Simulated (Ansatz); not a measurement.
**CH₄FGaGeO: a ladder of functionals and wavefunction methods**

The task here is to estimate one member of a computed series from the others.

Program: Ansatz 0.2.0, Gaussian basis. Level of theory: functionals in def2-TZVPP, the program's frozen cores in correlated methods. These are calculated values, not measurements.

The runs, in order: LDA (SPW92), PBE-D4, revPBE-D4, BLYP-D4, r2SCAN-D4, B97M-V, PBE0-D4, B3LYP-D4, r2SCANh-D4, r2SCAN0-D4, HSE06-D4, BHLYP-D4, CAM-B3LYP-D4, LC-ωPBE, ωB97X-V, ωB97M-V, B2PLYP, PBE-QIDH; CCSD(T)/def2-SVP; CCSD(T)/def2-TZVPP; MP2/def2-QZVPP; extrapolation to the limit; RPA on PBE.

## Structure used throughout

The geometry comes from an earlier relaxation with PBE0-D4 in a triple-zeta def2 set; it is a stationary point, not always the lowest conformer.

SMILES `O=[CH][Ga]([F])[GeH3]`, 9 atoms, charge 0, spin multiplicity 1.

Atoms are counted from 1 here; the program's logs count them from 0.

Bond lengths: O1–C2 1.202 Å, C2–Ga3 2.041 Å, C2–H6 1.116 Å, Ga3–F4 1.767 Å, Ga3–Ge5 2.440 Å, Ge5–H7 1.537 Å, Ge5–H8 1.536 Å, Ge5–H9 1.535 Å. Angles: O1–C2–Ga3 120.2°, O1–C2–H6 119.8°, Ga3–C2–H6 120.0°, C2–Ga3–F4 111.2°, C2–Ga3–Ge5 131.3°, F4–Ga3–Ge5 117.5°, Ga3–Ge5–H7 109.1°, Ga3–Ge5–H8 110.3°, Ga3–Ge5–H9 110.7°, H7–Ge5–H8 108.4°, H7–Ge5–H9 109.0°, H8–Ge5–H9 109.4°.

Set-up of the first run:

in.yaml reads:

```yaml
crystal:
  periodic: [false, false, false]
  atoms:
    - {symbol: O, position_ang: [-1.147031, 2.367747, 0.800561]}
    - {symbol: C, position_ang: [-1.056560, 1.370857, 1.466053]}
    - {symbol: Ga, position_ang: [-0.175891, -0.301534, 0.695518]}
    - {symbol: F, position_ang: [-0.231737, -1.642034, 1.846149]}
    - {symbol: Ge, position_ang: [0.859367, -0.723081, -1.473294]}
    - {symbol: H, position_ang: [-1.459415, 1.359714, 2.506915]}
    - {symbol: H, position_ang: [-0.242672, -0.949849, -2.521121]}
    - {symbol: H, position_ang: [1.699883, 0.486803, -1.907689]}
    - {symbol: H, position_ang: [1.754067, -1.968633, -1.413091]}
basis:
  gaussian: {orbitals: def2-TZVPP}
hamiltonian: {xc: lda}
output: {orbitals: {seedname: orbitals}}
```

Run with:

```console
$ ansatz run in.yaml --threads 4 --pin off --events-out ev --progress --plain --max-ram 10444MiB
```

Steps of the session up to this table: LDA; PBE-D4 (GGA); revPBE-D4 (GGA); BLYP-D4 (GGA); r2SCAN-D4 (meta-GGA); B97M-V (meta-GGA); PBE0-D4 (hybrid); B3LYP-D4 (hybrid); r2SCANh-D4 (hybrid); r2SCAN0-D4 (hybrid); HSE06-D4 (hybrid); BHLYP-D4 (hybrid); CAM-B3LYP-D4 (range-separated); LC-ωPBE (range-separated); ωB97X-V (range-separated); ωB97M-V (range-separated); B2PLYP (double hybrid); PBE-QIDH (double hybrid).

One of the session's tables, all rows but one given; the rest of the session is left out.

It belongs to the step «Orbital energies across the functionals». 

```
  functional  HOMO (eV)  LUMO (eV)  gap (eV)
 LDA (SPW92)      -5.75      -3.88      1.87
      PBE-D4      -5.58      -3.60      1.98
   revPBE-D4      -5.51      -3.49      2.02
     BLYP-D4      -5.49      -3.50      2.00
   r2SCAN-D4      -5.81      -3.47      2.35
      B97M-V      -5.90      -3.47      2.43
     PBE0-D4      -6.86      -2.66      4.20
    B3LYP-D4      -6.67      -2.92      3.75
  r2SCANh-D4      -6.30      -3.11      3.19
  r2SCAN0-D4          ?          ?         ?
    HSE06-D4      -6.46      -3.04      3.42
    BHLYP-D4      -8.09      -1.78      6.32
CAM-B3LYP-D4      -8.18      -1.63      6.55
     LC-ωPBE      -9.40      -0.42      8.98
     ωB97X-V      -9.10      -0.55      8.54
     ωB97M-V      -8.99      -0.70      8.29
```

Estimate the missing values for r2SCAN0-D4.

Worked estimate for «HOMO (eV)». Against the share of exact exchange, r2SCAN-D4 (0, -5.81), r2SCANh-D4 (0.1, -6.30) give a slope of -4.90 per unit share; at 0.25 the line stands at -7.03.

**Answer.** HOMO (eV): -7.03; LUMO (eV): -2.60; gap (eV): 4.43. In «HOMO (eV)» the line misses by 0.00.
